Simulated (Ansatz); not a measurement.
# Be2Si: the cost of one run

Program: Ansatz 0.2.0. Level of theory: DFT, plane waves, PAW, no spin polarisation. These are calculated values, not measurements.

## 1. The structure to begin with

The cell holds 24 atoms (Be16Si8): a = 7.471 Å, b = 7.471 Å, c = 7.471 Å, α = 60.00°, β = 60.00°, γ = 60.00°.

Coordinates:

```xyz
24
Lattice="0.0000 5.2828 5.2828 5.2828 0.0000 5.2828 5.2828 5.2828 0.0000" Properties=species:S:1:pos:R:3 pbc="T T T"
Si    0.0000    0.0000    0.0000
Be    1.3207    1.3207    1.3207
Be    3.9621    3.9621    3.9621
Si    2.6414    2.6414    0.0000
Be    3.9621    3.9621    1.3207
Be    6.6035    6.6035    3.9621
Si    2.6414    0.0000    2.6414
Be    3.9621    1.3207    3.9621
Be    6.6035    3.9621    6.6035
Si    5.2828    2.6414    2.6414
Be    6.6035    3.9621    3.9621
Be    9.2448    6.6035    6.6035
Si    0.0000    2.6414    2.6414
Be    1.3207    3.9621    3.9621
Be    3.9621    6.6035    6.6035
Si    2.6414    5.2828    2.6414
Be    3.9621    6.6035    3.9621
Be    6.6035    9.2448    6.6035
Si    2.6414    2.6414    5.2828
Be    3.9621    3.9621    6.6035
Be    6.6035    6.6035    9.2448
Si    5.2828    5.2828    5.2828
Be    6.6035    6.6035    6.6035
Be    9.2448    9.2448    9.2448
```

## 2. Run 1: PBE

Input file input.yaml:

```yaml
crystal:
  lattice:
    - [0.0, 5.282766093, 5.282766093]
    - [5.282766093, 0.0, 5.282766093]
    - [5.282766093, 5.282766093, 0.0]
  atoms:
    - { symbol: Si, position: [0.0, 0.0, 0.0] }
    - { symbol: Be, position: [0.125, 0.125, 0.125] }
    - { symbol: Be, position: [0.375, 0.375, 0.375] }
    - { symbol: Si, position: [0.0, 0.0, 0.5] }
    - { symbol: Be, position: [0.125, 0.125, 0.625] }
    - { symbol: Be, position: [0.375, 0.375, 0.875] }
    - { symbol: Si, position: [0.0, 0.5, 0.0] }
    - { symbol: Be, position: [0.125, 0.625, 0.125] }
    - { symbol: Be, position: [0.375, 0.875, 0.375] }
    - { symbol: Si, position: [0.0, 0.5, 0.5] }
    - { symbol: Be, position: [0.125, 0.625, 0.625] }
    - { symbol: Be, position: [0.375, 0.875, 0.875] }
    - { symbol: Si, position: [0.5, 0.0, 0.0] }
    - { symbol: Be, position: [0.625, 0.125, 0.125] }
    - { symbol: Be, position: [0.875, 0.375, 0.375] }
    - { symbol: Si, position: [0.5, 0.0, 0.5] }
    - { symbol: Be, position: [0.625, 0.125, 0.625] }
    - { symbol: Be, position: [0.875, 0.375, 0.875] }
    - { symbol: Si, position: [0.5, 0.5, 0.0] }
    - { symbol: Be, position: [0.625, 0.625, 0.125] }
    - { symbol: Be, position: [0.875, 0.875, 0.375] }
    - { symbol: Si, position: [0.5, 0.5, 0.5] }
    - { symbol: Be, position: [0.625, 0.625, 0.625] }
    - { symbol: Be, position: [0.875, 0.875, 0.875] }
kpoints:
  mp_grid: { grid: [2, 2, 2] }
hamiltonian:
  xc: pbe
scf:
  occupations: { method: fermi_dirac, width: 0.039 }
md:
  ensemble: npt_langevin
  temperature: 450
  timestep: 1.0
  n_steps: 30
  initial_velocities: maxwell_boltzmann
  seed: 5380
```

Launch:

```bash
$ ansatz run input.yaml --threads 4 --pin off --max-ram 3686MiB --backend cpu --events-out ev --progress --plain --runs-dir out
```

**Question.** How long does this run take on 4 threads of Intel Xeon at 2.50GHz (Skylake/Cascade Lake), shared host, and how much memory does it need?

About 93 s, with a peak of 0.96 GiB.
